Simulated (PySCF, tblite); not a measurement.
# C2H8Ga2O3, a small molecule taken as a stand-in for a surface group (gallium hydroxide): NMR shifts, core binding energies and electronic excitations, part 2 of 2

tblite 0.8.0 and PySCF 2.14.0. Atoms count from 0, parts from 1.

### 6 TDDFT and polarisability: CAM-B3LYP/def2-SVPD

What the job is given:

```
{"job": {"kind": "uv", "xc": "CAM-B3LYP", "basis": "def2-SVPD", "nstates": 6, "ntriplets": 2, "ip": true}, "charge": 0, "multiplicity": 1}
O     -1.776921     3.283755    -0.754271
Ga    -1.020922     2.294925     0.512540
O     -1.056331     2.954888     2.161062
O     -0.275097     0.748355     0.153653
Ga     0.407534    -0.864598    -0.196949
C      1.788642    -0.892281    -1.588001
C     -0.356397    -2.318534     0.874632
H     -1.697018     2.875986    -1.622542
H     -0.642575     2.360671     2.795162
H      1.315538    -1.057820    -2.570167
H      2.318099     0.070663    -1.631671
H      2.518925    -1.700010    -1.431273
H     -1.455682    -2.264622     0.862195
H     -0.035822    -2.203103     1.922823
H     -0.042859    -3.313528     0.527518
```

With the program's defaults for keys left out, this is: TDDFT CAM-B3LYP/def2-SVPD, vertical, gas phase, core orbitals frozen in the response.

Standard output:

```text
coarse grid: 60512 points
cycle   1  E = -4155.5967733873  dE = -5.307e-01  |g| = 1.431e+00  |ddm| = 9.938e+00
cycle   2  E = -4155.1497368996  dE =  4.470e-01  |g| = 2.147e+00  |ddm| = 8.094e+00
cycle   3  E = -4155.9523093433  dE = -8.026e-01  |g| = 1.868e-01  |ddm| = 4.231e+00
cycle   4  E = -4155.9578456133  dE = -5.536e-03  |g| = 9.109e-02  |ddm| = 4.478e-01
cycle   5  E = -4155.9592483209  dE = -1.403e-03  |g| = 2.444e-02  |ddm| = 1.107e-01
cycle   6  E = -4155.9593624941  dE = -1.142e-04  |g| = 5.413e-03  |ddm| = 3.072e-02
cycle   7  E = -4155.9593681519  dE = -5.658e-06  |g| = 1.655e-03  |ddm| = 2.393e-02
final grid: 125600 points
cycle   8  E = -4155.9592554074  dE = -1.408e-07  |g| = 1.858e-03  |ddm| = 8.797e-03
cycle   9  E = -4155.9592551825  dE =  2.248e-07  |g| = 2.299e-03  |ddm| = 1.054e-02
cycle  10  E = -4155.9592558465  dE = -6.640e-07  |g| = 2.132e-04  |ddm| = 5.227e-03
cycle  11  E = -4155.9592558549  dE = -8.387e-09  |g| = 4.012e-05  |ddm| = 3.098e-04
cycle  12  E = -4155.9592558553  dE = -4.165e-10  |g| = 2.570e-05  |ddm| = 1.207e-04
converged SCF energy = -4155.9592558553

Static polarisability (au): isotropic 88.945, principal 72.650 93.173 101.013

Singlet excitations
state   eV       nm        f      main configurations
  1   5.6656    218.8   0.00001   H->L+1 0.97
  2   5.8530    211.8   0.06684   H->L 0.81, H-3->L 0.12
  3   6.4362    192.6   0.03591   H-1->L 0.85
  4   6.4603    191.9   0.00011   H-2->L 0.81, H-2->L+2 0.10
  5   6.7580    183.5   0.12370   H->L+2 0.58, H-3->L 0.28
  6   7.2003    172.2   0.07417   H-4->L 0.57, H->L+3 0.15

Triplet excitations (Tamm-Dancoff, eV): 5.4122 5.4463
Vertical ionisation energy (delta-SCF) = 9.6891 eV
Vertical electron affinity (delta-SCF) = -0.1827 eV
```

It took 10 min on 1 thread of Arm Neoverse N1, shared host; peak memory 1.4 GiB.

Frontier orbitals and where they lie:

| orbital | eV | atoms |
| --- | --- | --- |
| HOMO−3 | -10.44 | O3 36 %, O0 15 %, O2 15 % |
| HOMO−2 | -10.27 | O2 44 %, O0 43 %, Ga1 6 % |
| HOMO−1 | -10.12 | O3 63 %, O0 11 %, O2 11 % |
| HOMO | -9.01 | O3 25 %, C6 21 %, C5 20 % |
| LUMO | -0.37 | Ga1 43 %, Ga4 20 %, O3 8 % |
| LUMO+1 | 0.34 | Ga4 50 %, O3 12 %, C6 11 % |
| LUMO+2 | 0.59 | Ga4 42 %, Ga1 14 %, C5 6 % |

With each of the 6 states as a Gaussian band of 0.4 eV half-width at 1/e, the curve within the window shown has maxima at 209 nm (ε 3,000), 182 nm (ε 6,700) L/(mol cm). Beyond the last state computed it falls off for lack of states. The curve at chosen wavelengths:

nm, ε (L/mol/cm) and a bar:
```
      165       1872 ########
      168       3028 #############
      171       4193 ###################
      174       5225 #######################
      178       6272 ############################
      181       6672 ##############################
      184       6602 ##############################
      187       6058 ###########################
      190       5200 #######################
      193       4285 ###################
      197       3354 ###############
      200       3001 #############
      203       2904 #############
      206       2941 #############
      209       2970 #############
      212       2888 #############
      216       2542 ###########
      219       2145 #########
      222       1698 #######
      225       1265 #####
      228        890 ####
      231        594 ##
      235        322 #
      238        193 #
      241        111 
      244         62
```

Ground-state properties from the same run:

| property | computed |
| --- | --- |
| dipole moment (D) | 4.34 |
| polarisability (Å³) | 13.18 |
| HOMO–LUMO gap (eV) | 8.64 |
| −ε(HOMO) (eV) | 9.01 |

### 7 Outcome

The summary covers parts 1 to 2.

```
                                      quantity                                                value
                                   point group                                                   C1
          rotational constants (main isotopes)                                 2.64, 0.55, 0.49 GHz
   $^{13}$C shifts against TMS (PBE0/pcSseg-1)                                       -3.1, -3.7 ppm
    $^{1}$H shifts against TMS (PBE0/pcSseg-1)  1.02, 1.01, 0.09, 0.04, 0.04, 0.02, 0.00, -0.01 ppm
   $^{17}$O shifts against H2O (PBE0/pcSseg-1)                                117.4, 28.6, 28.5 ppm
$^{71}$Ga shifts against GaH4- (PBE0/pcSseg-1)                                         474, 206 ppm
              O1s binding energies, SCAN/pcX-2                   O0 537.78, O2 537.78, O3 536.22 eV
              C1s binding energies, SCAN/pcX-2                              C5 290.03, C6 290.03 eV
          lowest singlet (CAM-B3LYP/def2-SVPD)                          5.67 eV (219 nm), f = 0.000
      brightest single state of those computed                          state 5, 6.76 eV, f = 0.124
                                lowest triplet                                              5.41 eV
             vertical ionisation energy (ΔSCF)                                              9.69 eV
             vertical electron affinity (ΔSCF)     -0.18 eV (unbound: the value hangs on the basis)
```

Relaxing lowered the energy by 0.273 eV in 5 steps; the close pair that moved most is Ga4–C6, from 2.043 to 1.961 Å (PBE0/def2-SVP). At PBE0/pcSseg-1: The largest span, 639 ppm, is at Ga4, where the paramagnetic term is -1405 ppm. The O1s levels kept as sound span 1.56 eV, from O3 (oxygen bonded to 2 Ga) up to O0 (oxygen bonded to Ga, H). The C1s levels computed lie within 0.00 eV of one another, too close to rank. The lowest singlet, at 5.67 eV, is HOMO→LUMO+1 0.97 and is dark; of the 6 states computed, the strongest absorption comes from state 5 at 6.76 eV (the last state computed is bright too, and its partners may lie past the list). The lowest triplet lies 0.25 eV below the lowest singlet (triplets in Tamm-Dancoff, singlets in full TDDFT). ΔSCF puts the ionisation energy at 9.69 eV, 0.68 eV above −ε(HOMO). Spin-orbit coupling is left out, which matters for shieldings and couplings at and beside the heavy atoms. A capped cluster stands for the solid here, so long-range fields and strain are missing, and bands or shifts of the capping hydrogens have no counterpart in it.
